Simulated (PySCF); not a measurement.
**C2H9B2N: runs on many settings**

Aim: see how C2H9B2N (`BNB(C)C`) answers to the choice of functional, basis, grid and SCF options.

Programs: PySCF 2.14.0, with density-fitted response routines of our own. Each step states its level of theory. These are calculated values for one molecule, in the gas phase or a continuum, unless marked as measured. Atoms are numbered from 0 throughout.

1 further run of the same task is left out (it didn't finish). Runs told in other sessions of the task aren't counted.

**1. The starting structure**

14 atoms, charge 0, multiplicity 1; geometry from: GFN2-xTB.

Bonds of the start (Å): B0–N1 1.40, N1–B2 1.42, B2–C3 1.58, B2–C4 1.59, B0–H5 1.17, B0–H6 1.17, N1–H7 1.01, C3–H8 1.08, C3–H9 1.09, C3–H10 1.09, C4–H11 1.09, C4–H12 1.09, C4–H13 1.09.

**2. Nuclear shieldings: PBE0/pcSseg-1**

What the job is given:

```
{"job": {"kind": "nmr", "xc": "PBE0", "basis": "pcSseg-1"}, "charge": 0, "multiplicity": 1}
B      2.232937    -0.338778     0.318572
N      0.884703    -0.730833     0.324810
B     -0.309042    -0.031954    -0.013620
C     -0.310991     1.464439    -0.522336
C     -1.687180    -0.810484     0.119513
H      3.049575    -1.110012     0.657803
H      2.535844     0.738970    -0.016272
H      0.721031    -1.681613     0.632595
H      0.667598     1.838944    -0.802618
H     -0.695824     2.116788     0.261264
H     -0.976643     1.592939    -1.373978
H     -1.900188    -1.334579    -0.813104
H     -1.681409    -1.565081     0.904794
H     -2.531089    -0.149219     0.300412
```

With the program's defaults for keys left out, this is: GIAO PBE0/pcSseg-1 NMR shielding, non-relativistic, gas phase.

Run with:

```
> OMP_NUM_THREADS=1 python probes_run.py task.json out
```

One launch serves the whole session: the jobs run in the order shown.

Standard output:

```text
coarse grid: 10992 points
cycle   1  E = -185.8108199769  dE =  2.540e-01  |g| = 4.930e-01  |ddm| = 3.020e+00
cycle   2  E = -185.7999691291  dE =  1.085e-02  |g| = 5.492e-01  |ddm| = 8.249e-01
cycle   3  E = -185.8732311545  dE = -7.326e-02  |g| = 6.189e-02  |ddm| = 4.432e-01
cycle   4  E = -185.8740192684  dE = -7.881e-04  |g| = 2.381e-02  |ddm| = 5.342e-02
cycle   5  E = -185.8741363299  dE = -1.171e-04  |g| = 5.006e-03  |ddm| = 1.600e-02
cycle   6  E = -185.8741433163  dE = -6.986e-06  |g| = 9.904e-04  |ddm| = 5.147e-03
final grid: 104176 points
cycle   7  E = -185.8973568866  dE = -3.523e-05  |g| = 8.116e-03  |ddm| = 2.358e-02
cycle   8  E = -185.8973521283  dE =  4.758e-06  |g| = 9.410e-03  |ddm| = 1.320e-02
cycle   9  E = -185.8973730754  dE = -2.095e-05  |g| = 9.574e-04  |ddm| = 6.898e-03
cycle  10  E = -185.8973732792  dE = -2.038e-07  |g| = 1.844e-04  |ddm| = 6.524e-04
cycle  11  E = -185.8973732860  dE = -6.778e-09  |g| = 5.315e-05  |ddm| = 1.656e-04
cycle  12  E = -185.8973732868  dE = -8.314e-10  |g| = 1.145e-05  |ddm| = 5.479e-05
converged SCF energy = -185.8973732868

GIAO shielding tensors (ppm)
atom      isotropic    diamagn.    paramagn.     s11        s22        s33       span
  0 B       54.187     195.145    -140.957     11.697     26.820    124.045    112.348
  1 N       77.767     320.834    -243.067    -79.728     90.868    222.161    301.889
  2 B       42.722     190.240    -147.518    -16.058     33.836    110.387    126.445
  3 C      182.095     253.101     -71.006    162.591    189.687    194.009     31.419
  4 C      176.345     254.132     -77.787    166.687    168.784    193.565     26.877
  5 H       26.343      29.480      -3.137     24.889     26.678     27.461      2.572
  6 H       26.065      31.495      -5.430     23.246     26.020     28.928      5.683
  7 H       24.487      32.046      -7.559     20.652     25.517     27.293      6.641
  8 H       30.584      32.203      -1.619     25.596     29.280     36.876     11.280
  9 H       31.322      30.782       0.540     27.561     28.997     37.409      9.849
 10 H       31.140      31.073       0.067     27.148     29.868     36.405      9.258
 11 H       31.094      30.632       0.461     27.783     28.782     36.716      8.934
 12 H       31.465      31.548      -0.083     27.504     29.700     37.191      9.687
 13 H       30.895      31.212      -0.318     26.807     30.134     35.743      8.935
```

Run time: 10 s. Hardware: 1 thread of Arm Neoverse V1, shared host; peak memory 0.62 GiB.

Shifts follow as δ = σ(reference) − σ, with reference shieldings (ppm) from runs at the same level and on the same kind of geometry: 1H TMS 31.72, 13C TMS 186.9, 15N NH3 267.7, 11B BF3·OEt2 100.1. The references are single molecules in the gas phase, so shifts against H2O, NH3, PH3, H3PO4 or CFCl3 are not on the usual liquid scales and can be off by tens of ppm. Atoms listed in one row are averaged.

```csv
atoms,environment,σ (ppm),δ (ppm),δ scaled to CDCl3
"C3, C4",methyl carbon bonded to B,179.2,7.7,5.6
H7,hydrogen on a nitrogen bonded to 2 B,24.49,7.23,–
"H5, H6",hydrogen on a boron bonded to N,26.20,5.51,–
"H8, H9, H10, H11, H12, H13",hydrogen on a methyl carbon bonded to B,31.08,0.63,0.70
B2,"boron bonded to 2 C, N",42.7,57.3,–
B0,"boron bonded to N, 2 H",54.2,45.9,–
N1,"nitrogen bonded to 2 B, H",77.8,190.0,–
```

The scaled column applies a straight-line fit of computed shieldings to shifts measured in CDCl3 (root-mean-square error 0.16 ppm for H, 1.9 ppm for C).

Charges from the same density, by scheme (e):

```csv
atoms,Mulliken,IAO,Hirshfeld,ESP fit
B0,0.15,0.04,0.14,0.35
N1,-0.49,-0.42,-0.21,-0.69
B2,0.45,0.36,0.22,0.82
"C3, C4",-0.52,-0.58,-0.20,-0.77
```

Mayer bond orders: B0–N1 1.26, N1–B2 1.16, B2–C3 1.05, B2–C4 1.02.

**3. TDDFT and polarisability: PBE0/def2-SVPD**

Same as in step 2 but for these lines:

```diff
@@ -1,2 +1,2 @@
-{"job": {"kind": "nmr", "xc": "PBE0", "basis": "pcSseg-1"}, "charge": 0, "multiplicity": 1}
+{"job": {"kind": "uv", "xc": "PBE0", "basis": "def2-SVPD", "nstates": 6, "ntriplets": 2}, "charge": 0, "multiplicity": 1}
 B      2.232937    -0.338778     0.318572
```

With the program's defaults for keys left out, this is: TDDFT PBE0/def2-SVPD, vertical, gas phase, core orbitals frozen in the response.

Standard output:

```text
coarse grid: 10992 points
cycle   1  E = -185.7115423557  dE =  2.139e-01  |g| = 4.791e-01  |ddm| = 6.608e+00
cycle   2  E = -185.6995680157  dE =  1.197e-02  |g| = 5.368e-01  |ddm| = 1.768e+00
cycle   3  E = -185.7716675306  dE = -7.210e-02  |g| = 6.138e-02  |ddm| = 7.043e-01
cycle   4  E = -185.7724664842  dE = -7.990e-04  |g| = 2.450e-02  |ddm| = 1.045e-01
cycle   5  E = -185.7725981542  dE = -1.317e-04  |g| = 4.784e-03  |ddm| = 3.126e-02
cycle   6  E = -185.7726047500  dE = -6.596e-06  |g| = 1.051e-03  |ddm| = 1.049e-02
final grid: 104176 points
cycle   7  E = -185.7955596161  dE = -3.761e-05  |g| = 7.825e-03  |ddm| = 1.489e-01
cycle   8  E = -185.7955550661  dE =  4.550e-06  |g| = 9.026e-03  |ddm| = 3.069e-02
cycle   9  E = -185.7955752000  dE = -2.013e-05  |g| = 8.978e-04  |ddm| = 1.143e-02
cycle  10  E = -185.7955753848  dE = -1.848e-07  |g| = 1.847e-04  |ddm| = 1.210e-03
cycle  11  E = -185.7955753920  dE = -7.217e-09  |g| = 5.372e-05  |ddm| = 3.822e-04
cycle  12  E = -185.7955753929  dE = -8.548e-10  |g| = 1.292e-05  |ddm| = 1.796e-04
converged SCF energy = -185.7955753929

Static polarisability (au): isotropic 61.700, principal 47.637 63.131 74.333

Singlet excitations
state   eV       nm        f      main configurations
  1   6.2230    199.2   0.00048   H->L 0.91
  2   6.4611    191.9   0.00151   H-1->L 0.91
  3   7.2465    171.1   0.35062   H-2->L 0.97
  4   7.6500    162.1   0.01252   H-3->L 0.94
  5   7.8585    157.8   0.04311   H->L+1 0.98
  6   8.2193    150.8   0.00084   H->L+2 0.86

Triplet excitations (Tamm-Dancoff, eV): 5.7361 5.9216
```

Run time: 14 s. Hardware: 1 thread of Arm Neoverse V1, shared host; peak memory 0.73 GiB.

The orbitals next to the gap, with their largest atomic shares:

```csv
orbital,eV,atoms
HOMO−3,-9.99,"C3 25 %, B2 14 %, C4 13 %"
HOMO−2,-9.21,"N1 58 %, B0 14 %, B2 10 %"
HOMO−1,-9.09,"B0 36 %, H5 21 %, H6 16 %"
HOMO,-8.63,"C3 24 %, B2 23 %, C4 22 %"
LUMO,-0.88,"B0 38 %, B2 18 %, N1 16 %"
LUMO+1,0.36,"B2 36 %, B0 16 %, C4 10 %"
LUMO+2,1.12,"B2 25 %, N1 20 %, B0 15 %"
```

With each of the 6 states as a Gaussian band of 0.4 eV half-width at 1/e, the curve within the window shown has maxima at 171 nm (ε 15,000) L/(mol cm). Beyond the last state computed it falls off for lack of states. The curve at chosen wavelengths:

(nm, ε (L/mol/cm)): (146, 138), (149, 455), (152, 1088), (155, 2040), (158, 3381), (161, 5484), (164, 8613), (167, 12088), (170, 14329), (173, 14115), (176, 11609), (179, 8078), (182, 4835), (184, 3188), (187, 1556), (190, 705), (193, 318), (196, 158), (199, 92), (202, 60), (205, 41), (208, 28), (211, 18), (214, 11), (217, 6), (220, 3)

Ground-state properties from the same run:

```csv
property,computed
dipole moment (D),1.15
polarisability (Å³),9.14
HOMO–LUMO gap (eV),7.76
−ε(HOMO) (eV),8.63
```

**4. NMR shieldings: OLYP/aug-pcSseg-1**

Same as in step 3 but for these lines:

```diff
@@ -1,2 +1,2 @@
-{"job": {"kind": "uv", "xc": "PBE0", "basis": "def2-SVPD", "nstates": 6, "ntriplets": 2}, "charge": 0, "multiplicity": 1}
+{"job": {"kind": "nmr", "xc": "OLYP", "basis": "aug-pcSseg-1", "pop": false, "scf": {"conv": 1e-06, "aux": "def2-qzvpp-jkfit"}}, "charge": 0, "multiplicity": 1}
 B      2.232937    -0.338778     0.318572
```

Method: GIAO OLYP/aug-pcSseg-1 NMR shielding, non-relativistic, gas phase.

Standard output:

```text
final grid: 104176 points
cycle   1  E = -185.9313744246  dE =  1.379e-01  |g| = 6.588e-01  |ddm| = 5.486e+00
cycle   2  E = -185.7546792403  dE =  1.767e-01  |g| = 1.032e+00  |ddm| = 2.218e+00
cycle   3  E = -186.0458215405  dE = -2.911e-01  |g| = 1.389e-01  |ddm| = 1.452e+00
cycle   4  E = -186.0506128562  dE = -4.791e-03  |g| = 4.293e-02  |ddm| = 2.328e-01
cycle   5  E = -186.0509816912  dE = -3.688e-04  |g| = 1.392e-02  |ddm| = 6.820e-02
cycle   6  E = -186.0510359291  dE = -5.424e-05  |g| = 3.784e-03  |ddm| = 2.609e-02
cycle   7  E = -186.0510396910  dE = -3.762e-06  |g| = 4.623e-04  |ddm| = 9.370e-03
cycle   8  E = -186.0510397381  dE = -4.701e-08  |g| = 2.481e-04  |ddm| = 1.380e-03
converged SCF energy = -186.0510397381

GIAO shielding tensors (ppm)
atom      isotropic    diamagn.    paramagn.     s11        s22        s33       span
  0 B       55.190     209.766    -154.577     14.134     29.655    121.781    107.647
  1 N       77.072     325.410    -248.339    -74.531     92.359    213.387    287.918
  2 B       42.447     168.357    -125.910    -15.715     35.196    107.861    123.577
  3 C      179.686     288.994    -109.308    161.166    186.791    191.100     29.934
  4 C      173.306     294.543    -121.237    163.928    165.144    190.845     26.917
  5 H       26.375      30.333      -3.958     24.809     26.796     27.520      2.711
  6 H       26.051      33.605      -7.554     23.214     26.119     28.819      5.605
  7 H       24.213      42.755     -18.542     20.821     24.716     27.103      6.282
  8 H       30.491      39.214      -8.723     25.883     29.269     36.320     10.437
  9 H       31.390      33.578      -2.188     27.873     29.364     36.933      9.060
 10 H       31.131      33.062      -1.931     27.404     30.060     35.929      8.525
 11 H       31.099      34.249      -3.150     28.083     29.119     36.097      8.014
 12 H       31.407      37.104      -5.697     27.850     29.742     36.628      8.778
 13 H       30.835      35.344      -4.509     27.055     30.302     35.149      8.094
```

Wall time 22 s (1 thread of Arm Neoverse V1, shared host); peak memory 0.58 GiB.

Key values: σ C3 176.5, B2 42.4, B0 55.2, N1 77.1, H7 24.21, H5 26.21 ppm (means over like atoms).

**5. Shielding tensors: HSE06/def2-SVPD in acetonitrile**

Same as in step 4 but for these lines:

```diff
@@ -1,2 +1,2 @@
-{"job": {"kind": "nmr", "xc": "OLYP", "basis": "aug-pcSseg-1", "pop": false, "scf": {"conv": 1e-06, "aux": "def2-qzvpp-jkfit"}}, "charge": 0, "multiplicity": 1}
+{"job": {"kind": "nmr", "xc": "HSE06", "basis": "def2-SVPD", "solvent": "acetonitrile", "pop": false, "scf": {"conv": 1e-11, "guess": "sap"}}, "charge": 0, "multiplicity": 1}
 B      2.232937    -0.338778     0.318572
```

With the program's defaults for keys left out, this is: GIAO HSE06/def2-SVPD NMR shielding, non-relativistic, IEF-PCM acetonitrile.

Standard output:

```text
final grid: 104176 points
cycle   1  E = -179.1242365559  dE =  4.760e+00  |g| = 4.028e+00  |ddm| = 2.382e+02
cycle   2  E = -170.5095724070  dE =  8.615e+00  |g| = 6.268e+00  |ddm| = 2.398e+02
cycle   3  E = -185.2278812761  dE = -1.472e+01  |g| = 1.415e+00  |ddm| = 1.426e+01
cycle   4  E = -185.6452985873  dE = -4.174e-01  |g| = 7.692e-01  |ddm| = 4.529e+00
cycle   5  E = -185.8025717739  dE = -1.573e-01  |g| = 1.922e-01  |ddm| = 1.289e+00
cycle   6  E = -185.8116922158  dE = -9.120e-03  |g| = 1.009e-01  |ddm| = 3.211e-01
cycle   7  E = -185.8142874368  dE = -2.595e-03  |g| = 2.830e-02  |ddm| = 2.014e-01
cycle   8  E = -185.8144732617  dE = -1.858e-04  |g| = 9.022e-03  |ddm| = 5.804e-02
cycle   9  E = -185.8144917943  dE = -1.853e-05  |g| = 1.109e-03  |ddm| = 1.428e-02
cycle  10  E = -185.8144920838  dE = -2.895e-07  |g| = 1.792e-04  |ddm| = 4.276e-03
cycle  11  E = -185.8144920905  dE = -6.743e-09  |g| = 8.852e-05  |ddm| = 4.347e-04
cycle  12  E = -185.8144920925  dE = -1.965e-09  |g| = 2.042e-05  |ddm| = 1.384e-04
cycle  13  E = -185.8144920926  dE = -1.129e-10  |g| = 2.989e-06  |ddm| = 7.245e-05
cycle  14  E = -185.8144920926  dE = -2.956e-12  |g| = 9.393e-07  |ddm| = 6.999e-06
converged SCF energy = -185.8144920926

GIAO shielding tensors (ppm)
atom      isotropic    diamagn.    paramagn.     s11        s22        s33       span
  0 B       63.651     229.384    -165.733     27.224     35.098    128.632    101.408
  1 N      101.271     279.669    -178.398    -48.317    103.423    248.707    297.024
  2 B       52.745     215.979    -163.234     -1.508     43.698    116.044    117.552
  3 C      190.796     247.966     -57.170    173.306    197.541    201.541     28.235
  4 C      186.087     251.489     -65.402    177.304    180.551    200.407     23.103
  5 H       26.360      28.326      -1.965     24.779     26.865     27.438      2.659
  6 H       26.109      34.973      -8.864     23.279     26.348     28.700      5.421
  7 H       24.134      37.167     -13.033     20.223     25.132     27.048      6.825
  8 H       30.854      35.579      -4.725     26.179     29.570     36.814     10.635
  9 H       31.494      29.848       1.646     27.720     29.465     37.297      9.578
 10 H       31.222      28.008       3.214     27.282     30.068     36.315      9.032
 11 H       31.274      30.033       1.242     27.987     29.193     36.644      8.657
 12 H       31.404      30.511       0.894     27.495     29.700     37.019      9.524
 13 H       31.051      28.614       2.437     27.065     30.405     35.684      8.618
```

Run time: 22 s. Hardware: 1 thread of Arm Neoverse V1, shared host; peak memory 0.94 GiB.

This run: σ C3 188.4, B2 52.7, B0 63.7, N1 101.3, H7 24.13, H5 26.23 ppm (means over like atoms).

**6. Shielding tensors: PBE0/pcSseg-1**

Same as in step 5 but for these lines:

```diff
@@ -1,2 +1,2 @@
-{"job": {"kind": "nmr", "xc": "HSE06", "basis": "def2-SVPD", "solvent": "acetonitrile", "pop": false, "scf": {"conv": 1e-11, "guess": "sap"}}, "charge": 0, "multiplicity": 1}
+{"job": {"kind": "nmr", "xc": "PBE0", "basis": "pcSseg-1", "pop": false}, "charge": 0, "multiplicity": 1}
 B      2.232937    -0.338778     0.318572
```

Level: GIAO PBE0/pcSseg-1 NMR shielding, non-relativistic, gas phase.

Standard output:

```text
coarse grid: 10992 points
cycle   1  E = -185.8108199769  dE =  2.540e-01  |g| = 4.930e-01  |ddm| = 3.020e+00
cycle   2  E = -185.7999691291  dE =  1.085e-02  |g| = 5.492e-01  |ddm| = 8.249e-01
cycle   3  E = -185.8732311545  dE = -7.326e-02  |g| = 6.189e-02  |ddm| = 4.432e-01
cycle   4  E = -185.8740192684  dE = -7.881e-04  |g| = 2.381e-02  |ddm| = 5.342e-02
cycle   5  E = -185.8741363299  dE = -1.171e-04  |g| = 5.006e-03  |ddm| = 1.600e-02
cycle   6  E = -185.8741433163  dE = -6.986e-06  |g| = 9.904e-04  |ddm| = 5.147e-03
final grid: 104176 points
cycle   7  E = -185.8973568866  dE = -3.523e-05  |g| = 8.116e-03  |ddm| = 2.358e-02
cycle   8  E = -185.8973521283  dE =  4.758e-06  |g| = 9.410e-03  |ddm| = 1.320e-02
cycle   9  E = -185.8973730754  dE = -2.095e-05  |g| = 9.574e-04  |ddm| = 6.898e-03
cycle  10  E = -185.8973732792  dE = -2.038e-07  |g| = 1.844e-04  |ddm| = 6.524e-04
cycle  11  E = -185.8973732860  dE = -6.778e-09  |g| = 5.315e-05  |ddm| = 1.656e-04
cycle  12  E = -185.8973732868  dE = -8.314e-10  |g| = 1.145e-05  |ddm| = 5.479e-05
converged SCF energy = -185.8973732868

GIAO shielding tensors (ppm)
atom      isotropic    diamagn.    paramagn.     s11        s22        s33       span
  0 B       54.187     195.145    -140.957     11.697     26.820    124.045    112.348
  1 N       77.767     320.834    -243.067    -79.728     90.868    222.161    301.889
  2 B       42.722     190.240    -147.518    -16.058     33.836    110.387    126.445
  3 C      182.095     253.101     -71.006    162.591    189.687    194.009     31.419
  4 C      176.345     254.132     -77.787    166.687    168.784    193.565     26.877
  5 H       26.343      29.480      -3.137     24.889     26.678     27.461      2.572
  6 H       26.065      31.495      -5.430     23.246     26.020     28.928      5.683
  7 H       24.487      32.046      -7.559     20.652     25.517     27.293      6.641
  8 H       30.584      32.203      -1.619     25.596     29.280     36.876     11.280
  9 H       31.322      30.782       0.540     27.561     28.997     37.409      9.849
 10 H       31.140      31.073       0.067     27.148     29.868     36.405      9.258
 11 H       31.094      30.632       0.461     27.783     28.782     36.716      8.934
 12 H       31.465      31.548      -0.083     27.504     29.700     37.191      9.687
 13 H       30.895      31.212      -0.318     26.807     30.134     35.743      8.935
```

Run time: 8.3 s. Hardware: 1 thread of Arm Neoverse V1, shared host; peak memory 0.61 GiB.

In short: δ C3 7.7, B2 57.3, B0 45.9, N1 190.0, H7 7.23, H5 5.51 ppm (means over like atoms).

**7. Results**

| quantity | value |
| --- | --- |
| 13C shifts against TMS (PBE0/pcSseg-1, means over atoms taken as alike) | 7.7 ppm |
| 1H shifts against TMS (PBE0/pcSseg-1, means over atoms taken as alike) | 7.23, 5.51, 0.63 ppm |
| 11B shifts against BF3·OEt2 (PBE0/pcSseg-1) | 57.3, 45.9 ppm |
| 15N shifts against NH3 (PBE0/pcSseg-1) | 190.0 ppm |
| lowest singlet (PBE0/def2-SVPD) | 6.22 eV (199 nm), f = 0.000 |
| brightest single state of those computed | state 3, 7.25 eV, f = 0.351 |
| lowest triplet | 5.74 eV |

**Reading.** Single values in the summary come from the first sound run of each kind (PBE0/pcSseg-1; PBE0/def2-SVPD), which need not be the best level. At PBE0/pcSseg-1: The largest span, 302 ppm, is at N1, where the paramagnetic term is -243 ppm. The first singlet state (HOMO→LUMO 0.91) lies at 6.22 eV and is dark; of the 6 states computed, the strongest absorption comes from state 3 at 7.25 eV. The lowest triplet lies 0.49 eV below the lowest singlet (triplets in Tamm-Dancoff, singlets in full TDDFT).
